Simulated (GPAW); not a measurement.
The system is Cs2AgBiBr6.

```xyz
10
Lattice="0.0000 5.6161 5.6161 5.6161 0.0000 5.6161 5.6161 5.6161 0.0000" Properties=species:S:1:pos:R:3 pbc="T T T"
Bi    0.0000    0.0000    0.0000
Cs    8.4242    8.4242    8.4242
Cs    2.8081    2.8081    2.8081
Ag    5.6161    5.6161    5.6161
Br    5.6161    5.6161    8.4180
Br    5.6161    5.6161    2.8142
Br    2.8142    5.6161    5.6161
Br    5.6161    8.4180    5.6161
Br    8.4180    5.6161    5.6161
Br    5.6161    2.8142    5.6161
```

| Quantity | Value |
| --- | --- |
| Program | GPAW 26.7.0 |
| Task | relaxation of cell and atoms |
| Functional | PBEsol |
| Dispersion | D4 |
| Potentials or basis | PAW data sets generated in the run's folder for this functional |
| Cutoff | 600 eV |
| Basis | pw |
| k mesh | 3 × 3 × 3 |
| Occupations | fermi-dirac, width 0.05 eV |
| Spin | no spin polarisation |

At the start: pressure -0.6 GPa; volume 35.43 Å³/atom.

Problem. How do energy, volume and symmetry change on relaxing?

Solution. Over 7 steps the energy falls by 5.9 meV/atom and the volume is 34.29 Å³/atom (-3.2 %); space group Fm-3m (No. 225, to 0.05 Å).

The path:
```csv
step,energy change (eV),largest force (eV/Å),pressure (GPa),volume (Å³)
1,0.0000,0.2911,-0.58,354.27
2,-0.0075,0.2555,-0.61,354.07
3,-0.0382,0.0364,-0.74,352.15
4,-0.0395,0.0419,-0.72,351.83
5,-0.0572,0.0695,-0.15,344.16
6,-0.0588,0.0233,-0.02,343.04
7,-0.0590,0.0002,0.00,342.95
```

Final structure:
```yaml
crystal:
  lattice:
    - [0.00000, 5.55561, 5.55561]
    - [5.55561, 0.00000, 5.55561]
    - [5.55561, 5.55561, 0.00000]
  atoms:
    - { symbol: Bi, position: [0.00000, 0.00000, 0.00000] }
    - { symbol: Cs, position: [0.75000, 0.75000, 0.75000] }
    - { symbol: Cs, position: [0.25000, 0.25000, 0.25000] }
    - { symbol: Ag, position: [0.50000, 0.50000, 0.50000] }
    - { symbol: Br, position: [0.74574, 0.74574, 0.25426] }
    - { symbol: Br, position: [0.25426, 0.25426, 0.74574] }
    - { symbol: Br, position: [0.74574, 0.25426, 0.25426] }
    - { symbol: Br, position: [0.74574, 0.25426, 0.74574] }
    - { symbol: Br, position: [0.25426, 0.74574, 0.74574] }
    - { symbol: Br, position: [0.25426, 0.74574, 0.25426] }
```

Caveat: later steps reuse the first step's grids.
